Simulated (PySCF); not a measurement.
# CBr with other numerical set-ups

The method stays; parts of the set-up, such as the basis or the Hamiltonian, are changed.

The runs use PySCF 2.14.0; each script names its method and basis.

3 further runs of the same task are left out: 3 that didn't finish.

**1. Where the work starts**

CBr: 2 atoms, charge 0, spin multiplicity 2.

Bond lengths: C1–Br2 1.825 Å.

**2. The run that the others are compared with**

input.py reads:

```python
from pyscf import gto, scf

mol = gto.M(
    atom='C 0 0 0; Br 0 0 1.825',
    basis='cc-pvdz',
    charge=0,
    spin=1,
    verbose=4,
)
mf = scf.UHF(mol)
mf.kernel()
mf.analyze()
print('orbital energies (hartree):', [e[max(0, n-3):n+3].round(4) for e, n in zip(mf.mo_energy, mol.nelec)])
```

The run is started by

```bash
$ OMP_NUM_THREADS=1 python input.py
```

The log of this run is left out.

In short: E(SCF) = -2610.111223 Eh, 12 cycles, ⟨S²⟩ = 0.762, μ = 0.96 D.

The bond length is a typed value, not an optimised one.

**3. Density fitting auto**

Run 1 changes density fitting: none → auto.

input.py reads:

```python
from pyscf import gto, scf

mol = gto.M(
    atom='C 0 0 0; Br 0 0 1.825',
    basis='cc-pvdz',
    charge=0,
    spin=1,
    verbose=4,
)
mf = scf.UHF(mol)
mf = mf.density_fit()
mf.kernel()
mf.analyze()
print('orbital energies (hartree):', [e[max(0, n-3):n+3].round(4) for e, n in zip(mf.mo_energy, mol.nelec)])
```

The run is started by

```bash
$ OMP_NUM_THREADS=1 python input.py
```

**4. Pcseg-1**

Run 2 changes basis set: cc-pvdz → pcseg-1.

Changes to input.py since step 2:

```diff
@@ -4,3 +4,3 @@
     atom='C 0 0 0; Br 0 0 1.825',
-    basis='cc-pvdz',
+    basis='pcseg-1',
     charge=0,
```

**5. Density fitting cc-pvdz-jkfit**

Run 3 changes density fitting: none → cc-pvdz-jkfit.

Changes to input.py since step 2:

```diff
@@ -10,2 +10,3 @@
 mf = scf.UHF(mol)
+mf = mf.density_fit(auxbasis='cc-pvdz-jkfit')
 mf.kernel()
```

Before running it: what results should come out? Wanted: for each run, E(SCF); from base; gap, α spin; SCF dipole.

The runs gave:

```csv
run,E(SCF) (hartree),from base (eV),cycles,"gap, α spin (eV)",SCF dipole (D),functions
base,-2610.111223,0,12,11.11,0.96,41
density fitting auto,-2609.437044,+18.3454,12,11.13,0.94,41
pcseg-1,-2609.790355,+8.7313,12,10.99,0.90,41
density fitting cc-pvdz-jkfit,-2609.437044,+18.3454,12,11.13,0.94,41
```

What this shows: The largest comparable shift of the SCF energy, +18.345 eV, comes with the run “density fitting auto”. pcseg-1 (41 functions) gives an energy 8.73 eV higher than cc-pvdz (41).
